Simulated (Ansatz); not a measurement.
# C2H6AlN: the cost of one run

Method: the settings change from run to run; program: Ansatz 0.2.0, Gaussian basis.

## (1) The molecule

An earlier PBE0-D4 in a triple-zeta def2 set relaxation fixed the geometry.

SMILES `C=[CH][AlH][NH2]`, 10 atoms, charge 0, spin multiplicity 1.

Atoms are counted from 1 here; the program's logs count them from 0.

Bond lengths: C1–C2 1.335 Å, C1–H5 1.089 Å, C1–H6 1.088 Å, C2–Al3 1.944 Å, C2–H7 1.091 Å, Al3–N4 1.769 Å, Al3–H8 1.585 Å, N4–H9 1.007 Å, N4–H10 1.007 Å. Angles: C2–C1–H5 122.9°, C2–C1–H6 122.2°, H5–C1–H6 114.9°, C1–C2–Al3 123.1°, C1–C2–H7 116.0°, Al3–C2–H7 120.8°, C2–Al3–N4 119.0°, C2–Al3–H8 123.5°, N4–Al3–H8 117.5°, Al3–N4–H9 123.7°, Al3–N4–H10 126.3°, H9–N4–H10 110.0°.

## (2) wB97M-V/6-31++G**

Options: unrestricted orbitals, coordinates scaled by 1.25, high accuracy.

in.yaml

```yaml
crystal:
  periodic: [false, false, false]
  atoms:
    - {symbol: C, position_ang: [-1.209079, 1.070970, -1.554539]}
    - {symbol: C, position_ang: [-1.008455, -0.531871, -1.138180]}
    - {symbol: Al, position_ang: [0.440303, -1.263649, 0.670526]}
    - {symbol: N, position_ang: [1.588121, 0.247755, 1.804610]}
    - {symbol: H, position_ang: [-2.023609, 1.474922, -2.567027]}
    - {symbol: H, position_ang: [-0.565829, 2.075481, -0.900565]}
    - {symbol: H, position_ang: [-1.714935, -1.435213, -1.876467]}
    - {symbol: H, position_ang: [0.657055, -3.160808, 1.198157]}
    - {symbol: H, position_ang: [2.359844, -0.032135, 2.758923]}
    - {symbol: H, position_ang: [1.580458, 1.490800, 1.608187]}
basis:
  gaussian: {orbitals: "6-31++G**"}
magnetization: {spin_polarized: true, initial_magnetization: 0}
hamiltonian: {xc: {name: wB97M-V}}
accuracy: high
output: {forces: true}
```

The run is started by

```bash
$ ansatz run in.yaml --threads 2 --pin off --events-out ev --progress --plain --max-ram 4352MiB
```

Q: Estimate wall time and peak memory on 2 threads of Arm Neoverse V1, shared host.

About 2.2 min, with a peak of 1.4 GiB.
